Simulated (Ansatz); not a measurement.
# NaLaMnMoO6 (P1) in Ansatz: equation of state

Aim: energy against volume of NaLaMnMoO6 in PBE, for its equilibrium volume and stiffness.

Everything below comes from runs of Ansatz 0.2.0. Logs are shortened: lines on timing, memory, paths and dates and some standing lists are left out, and cuts for length are marked.

### 1 The crystal as given

The typed cell holds 10 atoms: a = 5.432 Å, b = 5.507 Å, c = 5.716 Å, α = 64.76°, β = 88.96°, γ = 63.78°.

The cell was built by a generator and needn't be a form met in nature.

### 2 Single point, PBE, collinear spin, ferromagnetic start, 12.75 Å³/atom (volume scaled by 0.94)

input.yaml reads:

```yaml
crystal:
  lattice:
    - [5.3212292929, -0.011069323, -0.0003330593]
    - [2.3937655946, 4.8341007127, -0.0181713223]
    - [0.1071667203, 2.6299046219, 4.9426192619]
  atoms:
    - { symbol: Na, position: [0.6974, 0.05972, 0.73638] }
    - { symbol: La, position: [0.41072, 0.51412, 0.00994] }
    - { symbol: Mn, position: [0.92147, 0.57866, 0.41655], spin: 4.0 }
    - { symbol: Mo, position: [0.21633, 0.9787, 0.33337], spin: 1.0 }
    - { symbol: O, position: [0.56869, 0.61375, 0.56391] }
    - { symbol: O, position: [0.40995, 0.05114, 0.05764] }
    - { symbol: O, position: [0.31236, 0.2107, 0.45135] }
    - { symbol: O, position: [0.04288, 0.86047, 0.1214] }
    - { symbol: O, position: [0.05836, 0.76646, 0.60633] }
    - { symbol: O, position: [0.86183, 0.36628, 0.20313] }
hamiltonian:
  xc: pbe
  pseudopotentials: { kind: paw }
magnetization:
  spin_polarized: true
kpoints:
  mp_grid: { grid: [6, 6, 5] }
scf:
  occupations: { method: fermi_dirac, width: 0.05 }
output:
  forces: true
  stress: true
  eigenvalues: true
```

Potentials or basis: Ansatz PAW.

The run is started by

```bash
$ ansatz run input.yaml --threads 8 --pin off --max-ram 20480MiB --backend cpu --events-out ev --progress --plain --runs-dir out
```

The program printed:

```text
Warning: RAYON_NUM_THREADS=8 ignored (pool sized by the plan → 8); use --threads N
Engine: ansatz 0.2.0, aarch64-unknown-linux-gnu
Pseudopotentials: kind: paw
Pseudopotential: Na, paw, valence charge 9, recommended cutoff 420 eV (normal), Na.paw.azcp
Pseudopotential: La, paw, valence charge 11, recommended cutoff 420 eV (normal), La.paw.azcp
Pseudopotential: Mn, paw, valence charge 15, recommended cutoff 420 eV (normal), Mn.paw.azcp
Pseudopotential: Mo, paw, valence charge 14, recommended cutoff 420 eV (normal), Mo.paw.azcp
Pseudopotential: O, paw, valence charge 6, recommended cutoff 420 eV (normal), O.paw.azcp
Functional definition: PBE
  parameter kappa = 0.804
  parameter beta = 0.06672455060314922
  exchange = pbe_x(kappa = kappa, mu = beta*pi^2/3)
  correlation = pbe_c(beta = beta)
Crystal: 10 atoms, lattice volume = 127.524 Å³
Basis set: ecut = 420 eV, 2479 PW (Γ), exchange–correlation on 72×80×80 points (8 copies of the dense FFT grid, shifted against one another)
Bands: 55, of which v1, the nominal top of the filled ones, is band 43 counted from 1 (42 counted from 0)
Symmetry: 1 space group operations
Space group: P1 (ITA 1), of the structure as read, at distance tolerance 5.0e-5 Å
Magnetic group: BNS 1.1 (UNI 1), of the structure as read, at distance tolerance 5.0e-5 Å
k-points: 92 of 180 (time reversal used)
Non-local potential: Na, projectors of the file, l = 0: 3, l = 1: 2, l = 2: 1
Non-local potential: La, projectors of the file, l = 0: 3, l = 1: 2, l = 2: 2, l = 3: 3
Non-local potential: Mn, projectors of the file, l = 0: 3, l = 1: 2, l = 2: 3, l = 3: 1
Non-local potential: Mo, projectors of the file, l = 0: 3, l = 1: 2, l = 2: 2, l = 3: 1
Non-local potential: O, projectors of the file, l = 0: 2, l = 1: 2, l = 2: 1
[... 29 lines left out ...]
SCF 1 converged in 16 iterations: F = -20002.665615 eV  dr2 = 2.30e-9
SCF converged after 16 iterations
Magnetization: 4.9951 μB (44.9976 up, 40.0024 down)
Absolute magnetization: 5.0243 μB (∫|ρ↑−ρ↓|, with the PAW one-centre terms)
Spin contamination: 0.0206 ħ² per cell (⟨S²⟩ above its minimum at these occupations)
Per-site moments (μB) at R_I (Å): [(0.001212497862667058, 0.9171902693401606), (0.018202812349024572, 0.9438041538942612), (3.7031399501853444, 0.8253924271267211), (0.1540238221826932, 0.7585859226200996), (0.01940608879728392, 0.7951668679417861), (0.03826138138761907, 0.7585859226200996), (0.0493130976792898, 0.7768052294607826), (0.06714512171473926, 0.811800768934732), (0.030557058045879354, 0.7897418750982834), (0.025909124769230275, 0.7961847424427875)]
Free energy (F): -20002.665615 eV
Harris-Foulkes:  -20002.665615 eV  (|F-HF|=3.67e-10)
Internal energy: -20002.660274 eV  (E = F + TS)
E sigma→0 (E₀):  -20002.662945 eV
Entropy (-TS):   -0.005341 eV (-0.534 meV/atom)
Fermi energy:    11.125927 eV
--- Per-component energies (eV) ---
  E_band       = -684.862792
  E_kinetic    = 2112.576723
  E_local      = -7504.468720  (includes V_loc(G=0)·N_el)
  E_nonlocal   = 891.293823
  E_hartree    = 2860.682994
  E_xc         = -919.483822
  E_vxc        = -1138.602626  (∫ρ·V_xc dr)
  E_paw        = -11134.408057  (= ΣΔE_a)
  E_vpaw       = -767.042387  (= ΣTr[D̂ρ^β])
  E_aug_tail   = 0.014582  (compensation charges beyond the density's cutoff)
  E_ewald      = -6308.867798
  E_smearing   = -0.005341  (= −TS)
  E_closure    = -0.000000  (closes the sum)
  Σ components = -20002.665615   (vs F -20002.665615, Δ=0.00e0)
--- Forces (eV/Å), atoms counted from 1 ---
  atom   1  Na     0.01530254     0.03077572     0.03981967
  atom   2  La     0.18051691     0.01700778    -0.07100524
  atom   3  Mn    -0.10696265     0.03700156     0.15796268
  atom   4  Mo    -0.26315925    -0.12569513     0.09234347
  atom   5  O      0.34165377    -0.50785332     0.47479356
  atom   6  O      0.60387929    -0.45897870    -0.86820482
  atom   7  O      0.63802503     0.59956480     0.49457230
  atom   8  O     -0.50941265    -0.05318778    -0.56664143
  atom   9  O     -0.72645475    -0.07511783     0.52359769
  atom  10  O     -0.17340093     0.53648276    -0.27724498
  max |Σ_I F_I| component: 1.27e-5 eV/Å
--- Stress (GPa, compression-positive) ---
       11.727735      -0.155298      -0.313941
       -0.155298      10.014476       0.433323
       -0.313940       0.433323      10.053536
  P = ⅓ Tr σ = 10.5986 GPa (105.986 kbar)
--- Band table (eV; the first three rows and the last of 184) ---
  k-point 0 ↑: bands = ["-70.5607", "-52.7509", "-40.5924", "-39.3674", "-39.3198", "-39.2709", "-27.0092", "-26.9551", "-26.8839", "-21.2623", "-12.5733", "-12.5531", "-12.5262", "-8.8903", "-8.6234", "-8.5691", "-8.0430", "-7.6694", "-7.5707", "-4.8575", "-4.6039", "-4.4472", "3.8947", "4.0371", "4.2289", "4.3237", "4.3943", "4.6582", "5.4003", "5.8407", "6.0150", "6.1183", "6.4823", "6.7619", "7.0212", "7.1621", "7.3436", "7.4140", "7.7566", "7.9925", "8.8499", "9.1732", "9.3177", "10.0733", "11.0801", "11.4246", "11.5212", "11.9648", "13.4880", "13.6911", "13.7583", "13.7789", "13.8408", "13.8621", "13.9590"]
  k-point 1 ↑: bands = ["-70.5607", "-52.7509", "-40.5924", "-39.3674", "-39.3198", "-39.2709", "-27.0096", "-26.9551", "-26.8841", "-21.2600", "-12.5735", "-12.5545", "-12.5271", "-9.0463", "-8.6159", "-8.4067", "-7.9810", "-7.7051", "-7.6306", "-4.8297", "-4.5820", "-4.4358", "3.7801", "3.9710", "4.1899", "4.3328", "4.3969", "4.8248", "5.3975", "5.8178", "5.9831", "6.1535", "6.4978", "6.7770", "6.9867", "7.2105", "7.2999", "7.3499", "7.7114", "7.9648", "8.8640", "9.2093", "9.3274", "10.0840", "11.0359", "11.4365", "11.5186", "11.9479", "13.6124", "13.6970", "13.7675", "13.8044", "13.8497", "13.8878", "13.9864"]
  k-point 2 ↑: bands = ["-70.5607", "-52.7509", "-40.5924", "-39.3674", "-39.3198", "-39.2709", "-27.0102", "-26.9552", "-26.8842", "-21.2563", "-12.5738", "-12.5569", "-12.5287", "-9.1964", "-8.5284", "-8.3412", "-7.8655", "-7.7949", "-7.6869", "-4.7882", "-4.5482", "-4.4160", "3.6421", "3.9458", "4.1602", "4.2586", "4.3159", "5.0959", "5.5453", "5.6780", "5.9551", "6.2352", "6.4881", "6.7305", "6.8749", "7.0629", "7.2503", "7.4772", "7.6110", "8.0297", "8.8976", "9.2413", "9.3544", "10.1031", "10.9590", "11.4509", "11.5310", "11.9487", "13.6627", "13.6971", "13.7731", "13.8138", "13.8783", "13.8898", "14.0137"]
  k-point 91 ↓: bands = ["-65.9351", "-52.5481", "-40.5910", "-34.8357", "-34.7854", "-34.7626", "-26.7981", "-26.7711", "-26.6219", "-21.2352", "-12.5744", "-12.5531", "-12.5244", "-9.0191", "-8.4792", "-8.3059", "-8.1023", "-7.7851", "-7.5094", "-4.5314", "-4.3719", "-4.2237", "3.8326", "3.9701", "4.1179", "4.5009", "4.7661", "5.3636", "5.6922", "5.9036", "6.0866", "6.4752", "6.7912", "7.0706", "7.2331", "7.2978", "7.5078", "7.6196", "7.6878", "8.1568", "11.5667", "11.6762", "11.8536", "12.6965", "12.8551", "12.9716", "13.3091", "13.7020", "13.7491", "13.7698", "13.8283", "13.8359", "13.9241", "14.0350", "14.1787"]
```

Run time: 41 s. Hardware: 8 threads of Arm Neoverse V1, shared host; peak memory 1.3 GiB.

Results:

| Quantity | Value |
| --- | --- |
| Free energy | -20002.6656 eV |
| Pressure | 10.6 GPa |
| Largest force | 1.153 eV/Å |
| Band gap on the k mesh | 0.15 eV, indirect (least direct gap 0.32 eV) |
| Net moment | 5.00 μB per cell |
| Absolute moment | 5.02 μB per cell |
| Site moments | Na +0.00; La +0.02; Mn +3.70; Mo +0.15; O +0.02, +0.04, +0.05, +0.07, +0.03 μB |

Caveat: odd divisions of the mesh miss points on the zone boundary, where band edges often lie, so the gap on the mesh can be too wide; the pressure holds a Pulay correction of +0.6 GPa for the finite cutoff; spin-orbit coupling is left out, which moves the levels of the heavy elements; a cell with one magnetic atom can't hold antiferromagnetic order, which such compounds often take; forces of over 1 eV/Å show positions far from the minimum, so gaps and moduli don't describe the material at rest.

### 3 Single point, PBE, collinear spin, ferromagnetic start, 13.02 Å³/atom (volume scaled by 0.96)

Edit input.yaml of step 2 so:

```diff
@@ -2,5 +2,5 @@
   lattice:
-    - [5.3212292929, -0.011069323, -0.0003330593]
-    - [2.3937655946, 4.8341007127, -0.0181713223]
-    - [0.1071667203, 2.6299046219, 4.9426192619]
+    - [5.3587039733, -0.0111472786, -0.0003354048]
+    - [2.4106236542, 4.8681447972, -0.0182992936]
+    - [0.1079214404, 2.6484256872, 4.9774275866]
   atoms:
@@ -29 +29,5 @@
   eigenvalues: true
+  write_density: true
+  write_potential: true
+  elf: true
+  volumetric_format: npy
```

Potentials or basis: Ansatz PAW.

The run is started by

```bash
$ ansatz run input.yaml --threads 8 --pin off --max-ram 20480MiB --backend cpu --events-out ev --progress --plain --runs-dir out
```

The program printed:

```text
Warning: RAYON_NUM_THREADS=8 ignored (pool sized by the plan → 8); use --threads N
Engine: ansatz 0.2.0, aarch64-unknown-linux-gnu
Pseudopotentials: kind: paw
Pseudopotential: Na, paw, valence charge 9, recommended cutoff 420 eV (normal), Na.paw.azcp
Pseudopotential: La, paw, valence charge 11, recommended cutoff 420 eV (normal), La.paw.azcp
Pseudopotential: Mn, paw, valence charge 15, recommended cutoff 420 eV (normal), Mn.paw.azcp
Pseudopotential: Mo, paw, valence charge 14, recommended cutoff 420 eV (normal), Mo.paw.azcp
Pseudopotential: O, paw, valence charge 6, recommended cutoff 420 eV (normal), O.paw.azcp
Functional definition: PBE
  parameter kappa = 0.804
  parameter beta = 0.06672455060314922
  exchange = pbe_x(kappa = kappa, mu = beta*pi^2/3)
  correlation = pbe_c(beta = beta)
Crystal: 10 atoms, lattice volume = 130.237 Å³
Basis set: ecut = 420 eV, 2549 PW (Γ), exchange–correlation on 72×80×80 points (8 copies of the dense FFT grid, shifted against one another)
Bands: 55, of which v1, the nominal top of the filled ones, is band 43 counted from 1 (42 counted from 0)
Symmetry: 1 space group operations
Space group: P1 (ITA 1), of the structure as read, at distance tolerance 5.1e-5 Å
Magnetic group: BNS 1.1 (UNI 1), of the structure as read, at distance tolerance 5.1e-5 Å
k-points: 92 of 180 (time reversal used)
Non-local potential: Na, projectors of the file, l = 0: 3, l = 1: 2, l = 2: 1
Non-local potential: La, projectors of the file, l = 0: 3, l = 1: 2, l = 2: 2, l = 3: 3
Non-local potential: Mn, projectors of the file, l = 0: 3, l = 1: 2, l = 2: 3, l = 3: 1
Non-local potential: Mo, projectors of the file, l = 0: 3, l = 1: 2, l = 2: 2, l = 3: 1
Non-local potential: O, projectors of the file, l = 0: 2, l = 1: 2, l = 2: 1
PAW form: soft (Blöchl's): semilocal exchange-correlation on the pseudo side does not see the compensation charge
[... 21 lines left out ...]
SCF iter  10: F=—  HF=-20002.811229 eV  |F-HF|=—  |Δ(HF+E_count)|=   5.37e-5  Δρ=1.48e-4 (↑1.48e-4 ↓8.54e-5)  dr2=5.60e-5  dr2_m=2.69e-6  M=4.996 μB ∫|m|=5.025 μB  β_m=0.66  ethr=3.24e-7  ⟨swp⟩=2.2  Hψ=16559  notcnv=0  defer=807
SCF iter  11: F=—  HF=-20002.811279 eV  |F-HF|=—  |Δ(HF+E_count)|=   5.07e-5  Δρ=3.03e-5 (↑3.03e-5 ↓2.62e-5)  dr2=5.74e-6  dr2_m=3.19e-8  M=4.996 μB ∫|m|=5.025 μB  β_m=0.79  ethr=6.59e-8  ⟨swp⟩=2.0  Hψ=16707  notcnv=0  defer=807
SCF iter  12: F=—  HF=-20002.811285 eV  |F-HF|=—  |Δ(HF+E_count)|=   5.17e-6  Δρ=2.14e-5 (↑2.14e-5 ↓1.60e-5)  dr2=2.32e-6  dr2_m=3.78e-8  M=4.996 μB ∫|m|=5.025 μB  β_m=0.89  ethr=6.75e-9  ⟨swp⟩=2.0  Hψ=15964  notcnv=0  defer=807
SCF iter  13: F=—  HF=-20002.811286 eV  |F-HF|=—  |Δ(HF+E_count)|=   1.04e-6  Δρ=1.49e-5 (↑1.49e-5 ↓9.70e-6)  dr2=6.61e-7  dr2_m=3.20e-8  M=4.996 μB ∫|m|=5.025 μB  β_m=0.86  ethr=2.73e-9  ⟨swp⟩=2.0  Hψ=16100  notcnv=0  defer=807
SCF iter  14: F=—  HF=-20002.811286 eV  |F-HF|=—  |Δ(HF+E_count)|=   8.91e-8  Δρ=1.09e-5 (↑1.09e-5 ↓5.45e-6)  dr2=2.73e-7  dr2_m=2.04e-8  M=4.996 μB ∫|m|=5.025 μB  β_m=0.84  ethr=7.77e-10  ⟨swp⟩=2.0  Hψ=14901  notcnv=0  defer=807
SCF iter  15: F=—  HF=-20002.811286 eV  |F-HF|=—  |Δ(HF+E_count)|=   1.35e-8  Δρ=3.60e-6 (↑3.60e-6 ↓3.42e-6)  dr2=5.98e-8  dr2_m=8.41e-11  M=4.996 μB ∫|m|=5.025 μB  β_m=0.76  ethr=3.21e-10  ⟨swp⟩=2.0  Hψ=14535  notcnv=0  defer=807
SCF iter  16: F=-20002.811286 eV  HF=-20002.811286 eV  |F-HF|=1.55e-8  |Δ(HF+E_count)|=   1.97e-9  Δρ=2.68e-6 (↑2.68e-6 ↓1.59e-6)  dr2=2.01e-8  dr2_m=1.13e-9  M=4.996 μB ∫|m|=5.025 μB  ethr=7.03e-11  ⟨swp⟩=13.0  Hψ=74122  notcnv=0
SCF 1 converged in 16 iterations: F = -20002.811286 eV  dr2 = 2.01e-8
SCF converged after 16 iterations
Magnetization: 4.9964 μB (44.9982 up, 40.0018 down)
Absolute magnetization: 5.0270 μB (∫|ρ↑−ρ↓|, with the PAW one-centre terms)
Spin contamination: 0.0207 ħ² per cell (⟨S²⟩ above its minimum at these occupations)
Per-site moments (μB) at R_I (Å): [(0.0011438494834163464, 0.9236495685657108), (0.017528783255556468, 0.9504508810176157), (3.7315414706411203, 0.8312052413646477), (0.15388480162555201, 0.7639282530111772), (0.017628983509756106, 0.8007668191389082), (0.03715863278958473, 0.7639282530111772), (0.04739547678888935, 0.7822758690685392), (0.06525723426556829, 0.817517864120787), (0.029151403927286858, 0.7953036208361731), (0.024697729247490755, 0.801791862008362)]
Free energy (F): -20002.811286 eV
Harris-Foulkes:  -20002.811286 eV  (|F-HF|=1.55e-8)
Internal energy: -20002.806139 eV  (E = F + TS)
E sigma→0 (E₀):  -20002.808712 eV
Entropy (-TS):   -0.005146 eV (-0.515 meV/atom)
Fermi energy:    10.758198 eV
--- Per-component energies (eV) ---
  E_band       = -708.066837
  E_kinetic    = 2107.803814
  E_local      = -7565.861125  (includes V_loc(G=0)·N_el)
  E_nonlocal   = 890.819912
  E_hartree    = 2881.290131
  E_xc         = -918.200679
  E_vxc        = -1136.847095  (∫ρ·V_xc dr)
  E_paw        = -11133.924324  (= ΣΔE_a)
  E_vpaw       = -766.579330  (= ΣTr[D̂ρ^β])
  E_aug_tail   = 0.014529  (compensation charges beyond the density's cutoff)
  E_ewald      = -6264.748398
  E_smearing   = -0.005146  (= −TS)
  E_closure    = 0.000000  (closes the sum)
  Σ components = -20002.811286   (vs F -20002.811286, Δ=0.00e0)
--- Forces (eV/Å), atoms counted from 1 ---
  atom   1  Na     0.00969777     0.02027136     0.02674431
  atom   2  La     0.11691993     0.01007238    -0.04507597
  atom   3  Mn    -0.06965763     0.02545760     0.10008804
  atom   4  Mo    -0.16750953    -0.08186970     0.05462585
  atom   5  O      0.22293851    -0.32627003     0.30402828
  atom   6  O      0.38736797    -0.29446377    -0.55590851
  atom   7  O      0.40950554     0.38538509     0.31611719
  atom   8  O     -0.32725548    -0.03289570    -0.36078179
  atom   9  O     -0.47012961    -0.05216262     0.33523771
  atom  10  O     -0.11185315     0.34649246    -0.17507931
  max |Σ_I F_I| component: 2.43e-5 eV/Å
--- Stress (GPa, compression-positive) ---
        7.396320      -0.117426      -0.203375
       -0.117426       6.302044       0.252821
       -0.203375       0.252821       6.348951
  P = ⅓ Tr σ = 6.6824 GPa (66.824 kbar)
--- Band table (eV; the first three rows and the last of 184) ---
  k-point 0 ↑: bands = ["-70.8834", "-53.0922", "-40.9074", "-39.6908", "-39.6377", "-39.5898", "-27.3150", "-27.2673", "-27.1993", "-21.6390", "-12.8850", "-12.8633", "-12.8360", "-9.0883", "-8.8217", "-8.7644", "-8.2776", "-7.9094", "-7.8147", "-5.2123", "-4.9627", "-4.8066", "3.7083", "3.8490", "4.0284", "4.1212", "4.1858", "4.4394", "5.1759", "5.6063", "5.7672", "5.8832", "6.2409", "6.5165", "6.7701", "6.8999", "7.0876", "7.1542", "7.4927", "7.7243", "8.5269", "8.8440", "8.9870", "9.7287", "10.7064", "11.0532", "11.1461", "11.5790", "13.0957", "13.2865", "13.3496", "13.3719", "13.4277", "13.4473", "13.5446"]
  k-point 1 ↑: bands = ["-70.8834", "-53.0922", "-40.9074", "-39.6908", "-39.6377", "-39.5898", "-27.3154", "-27.2673", "-27.1994", "-21.6371", "-12.8851", "-12.8646", "-12.8367", "-9.2370", "-8.8120", "-8.6100", "-8.2198", "-7.9439", "-7.8717", "-5.1866", "-4.9438", "-4.7962", "3.5970", "3.7895", "3.9925", "4.1304", "4.1877", "4.5993", "5.1754", "5.5840", "5.7401", "5.9178", "6.2546", "6.5302", "6.7362", "6.9520", "7.0425", "7.0893", "7.4442", "7.6982", "8.5395", "8.8785", "8.9956", "9.7389", "10.6652", "11.0635", "11.1437", "11.5622", "13.2139", "13.2929", "13.3590", "13.3946", "13.4368", "13.4731", "13.5704"]
  k-point 2 ↑: bands = ["-70.8834", "-53.0922", "-40.9074", "-39.6908", "-39.6377", "-39.5898", "-27.3159", "-27.2674", "-27.1996", "-21.6340", "-12.8853", "-12.8666", "-12.8379", "-9.3810", "-8.7265", "-8.5498", "-8.1035", "-8.0304", "-7.9290", "-5.1478", "-4.9164", "-4.7767", "3.4659", "3.7627", "3.9609", "4.0647", "4.1180", "4.8626", "5.3152", "5.4518", "5.7161", "5.9903", "6.2516", "6.4807", "6.6282", "6.8114", "6.9902", "7.2102", "7.3477", "7.7579", "8.5699", "8.9087", "9.0212", "9.7568", "10.5933", "11.0752", "11.1558", "11.5624", "13.2616", "13.2943", "13.3634", "13.4022", "13.4655", "13.4752", "13.5954"]
  k-point 91 ↓: bands = ["-66.2402", "-52.8921", "-40.9061", "-35.1339", "-35.0879", "-35.0670", "-27.1077", "-27.0848", "-26.9401", "-21.6143", "-12.8859", "-12.8632", "-12.8344", "-9.2115", "-8.6838", "-8.5202", "-8.3193", "-8.0226", "-7.7605", "-4.9056", "-4.7524", "-4.5986", "3.6507", "3.7812", "3.9308", "4.3092", "4.5614", "5.1223", "5.4639", "5.6694", "5.8457", "6.2338", "6.5594", "6.8212", "6.9774", "7.0455", "7.2520", "7.3595", "7.4242", "7.8800", "11.2042", "11.3153", "11.4845", "12.3801", "12.5310", "12.6417", "12.9704", "13.3027", "13.3453", "13.3609", "13.4187", "13.4284", "13.5112", "13.6196", "13.8014"]
```

Run time: 49 s. Hardware: 8 threads of Arm Neoverse V1, shared host; peak memory 1.3 GiB.

What came out:

```
Free energy            : -20002.8113 eV
Pressure               : 6.7 GPa
Largest force          : 0.739 eV/Å
Band gap on the k mesh : 0.16 eV, indirect (least direct gap 0.32 eV)
Net moment             : 5.00 μB per cell
Absolute moment        : 5.03 μB per cell
Site moments           : Na +0.00; La +0.02; Mn +3.73; Mo +0.15; O +0.02, +0.04, +0.05, +0.07, +0.03 μB
```

Caveat: odd divisions of the mesh miss points on the zone boundary, where band edges often lie, so the gap on the mesh can be too wide; the pressure holds a Pulay correction of +0.6 GPa for the finite cutoff; spin-orbit coupling is left out, which moves the levels of the heavy elements; a cell with one magnetic atom can't hold antiferromagnetic order, which such compounds often take.

(Part 1 of 2 ends here.)
